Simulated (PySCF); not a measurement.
# GeH₉NSi₂: geometry, electronic excitations

Aim: predict the electronic excitations of GeH₉NSi₂ (`[SiH3][SiH2][NH][GeH3]`).

The runs use PySCF 2.14.0, with density-fitted response routines of our own; the level of theory stands in each step. All values are computed, except where a source is named. Atoms are numbered from 0 throughout.

## (1) Starting geometry

13 atoms, charge 0, multiplicity 1; geometry from: GFN2-xTB. The atoms were then displaced at random by about 0.01 Å, so the start is not that level's minimum.

Bonds of the start (Å): Si0–Si1 2.32, Si1–N2 1.76, N2–Ge3 1.79, Si0–H4 1.45, Si0–H5 1.50, Si0–H6 1.45, Si1–H7 1.46, Si1–H8 1.50, N2–H9 1.01, Ge3–H10 1.49, Ge3–H11 1.48, Ge3–H12 1.56.

## (2) Relaxing the molecule at PBE0-D3(BJ)/def2-SVP

The job: settings as JSON, then the geometry in Å.

```
{"job": {"xc": "PBE0", "basis": "def2-SVP", "d3": "d3bj", "grid": 1, "shake": 0.01, "kind": "geom"}, "charge": 0, "multiplicity": 1}
Si     2.013210    -0.331720    -0.249700
Si     0.377990     0.071430     1.347730
N     -1.197180    -0.191670     0.619930
Ge    -1.680970     0.239830    -1.051950
H      3.322080     0.009260     0.259230
H      1.810820     0.517430    -1.463810
H      2.071030    -1.700680    -0.711130
H      0.407440    -0.834500     2.497330
H      0.441690     1.444430     1.938580
H     -1.932720    -0.271870     1.304110
H     -1.444570     1.675210    -1.370400
H     -0.968050    -0.630790    -2.008590
H     -3.214940    -0.013250    -1.121650
```

Launch:

```sh
$ OMP_NUM_THREADS=1 python probes_run.py task.json out
```

One launch serves the whole session: the jobs run in the order shown.

**Question.** This job is followed by: TDDFT PBE0/aug-cc-pVDZ, vertical, gas phase, core orbitals frozen in the response; TDDFT PBE0/def2-TZVPD, vertical, gas phase, core orbitals frozen in the response. What will the session give for the following? point group; rotational constants (main isotopes); lowest singlet (PBE0/aug-cc-pVDZ); brightest single state of those computed; lowest triplet; range of the lowest singlet.

The runs gave:

```
                                quantity                        value
                             point group                           C1
    rotational constants (main isotopes)         4.22, 1.19, 0.97 GHz
       lowest singlet (PBE0/aug-cc-pVDZ)  5.32 eV (233 nm), f = 0.003
brightest single state of those computed  state 2, 6.08 eV, f = 0.023
                          lowest triplet                      4.99 eV
             range of the lowest singlet              5.32 to 5.40 eV
```

The start of the PBE0/def2-SVP relaxation was shaken at random by about 0.01 Å, so part of the energy gained, and of the first lengths quoted, undoes that. Over 16 steps the energy fell by 0.257 eV; of the close pairs, Ge3–H11 changed most, 1.477 to 1.538 Å. The lowest singlet, at 5.32 eV, is HOMO→LUMO 0.98 and is weak; of the 10 states computed, the strongest absorption comes from states 9 to 10 together at 7.03 eV (the last computed, so partners may be missing). The lowest triplet lies 0.34 eV below the lowest singlet (triplets in Tamm-Dancoff, singlets in full TDDFT). The lowest singlet runs from 5.32 eV (PBE0/aug-cc-pVDZ) to 5.40 eV (PBE0/def2-TZVPD), while the orbital gap spans 6.63 to 6.74 eV. The lowest state need not be the same one in every run.
